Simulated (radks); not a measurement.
**The Coulomb parameter U of the 5d shell of Ta³⁺**

An exercise on one series of results from a longer session: the logs are not shown, and one member is left open.

Program: radks (a radial shooting solver on a logarithmic mesh, Libxc functionals) version 1. Level of theory: Dirac Kohn-Sham, LDA (Slater exchange, Perdew-Wang correlation), spin-unpolarised, spherical densities, point nucleus; open shells are shared between the two j in proportion to 2j + 1. These are calculated values, not measurements, unless marked.

### What is computed

| Item | Value |
| --- | --- |
| element | tantalum (Z = 73) |
| charge | +3 |
| electrons | 70 |
| configuration | [Xe] 4f14 5d1 6s1 |

Outer shells as boxes (Hund's rule):

Ta³⁺
```
[Xe] core
4f [↑↓][↑↓][↑↓][↑↓][↑↓][↑↓][↑↓]
5d [↑ ][  ][  ][  ][  ]
6s [↑ ]
```

The first run:

The run's settings:

```text
Z 73
configuration [Xe] 4f14 5d1 6s1
relativity Dirac
functional lda,pw
spin unpolarised
j_filling average
nucleus point
c 137.035999084
```

Among the steps run: Start: [Xe] 4f14 5d1 6s1.

One of the session's tables, all rows but one given; the rest of the session is left out.

It belongs to the step «Start: [Xe] 4f14 5d1 6s1». Radial moments (bohr):

| level | <r> | outermost maximum (interpolated) | 90 % within | nodes |
| --- | --- | --- | --- | --- |
| 5s1/2 | 1.093 | 0.987 | 1.57 | 4 |
| 5p1/2 | 1.202 | 1.06 | 1.75 | 3 |
| 5p3/2 | ? | ? | ? | ? |
| 4f5/2 | 0.6305 | 0.438 | 1.05 | 0 |
| 4f7/2 | 0.6409 | 0.443 | 1.07 | 0 |
| 5d3/2 | 1.772 | 1.46 | 2.68 | 2 |
| 5d5/2 | 1.815 | 1.50 | 2.75 | 2 |
| 6s1/2 | 2.627 | 2.41 | 3.73 | 5 |

Q: Estimate the row for 5p3/2 from the others.

The run gave: <r>: 1.300; outermost maximum (interpolated): 1.14; 90 % within: 1.89; nodes: 3. In the column «<r>» it lies between 5p1/2 (1.202) and 5d3/2 (1.772).
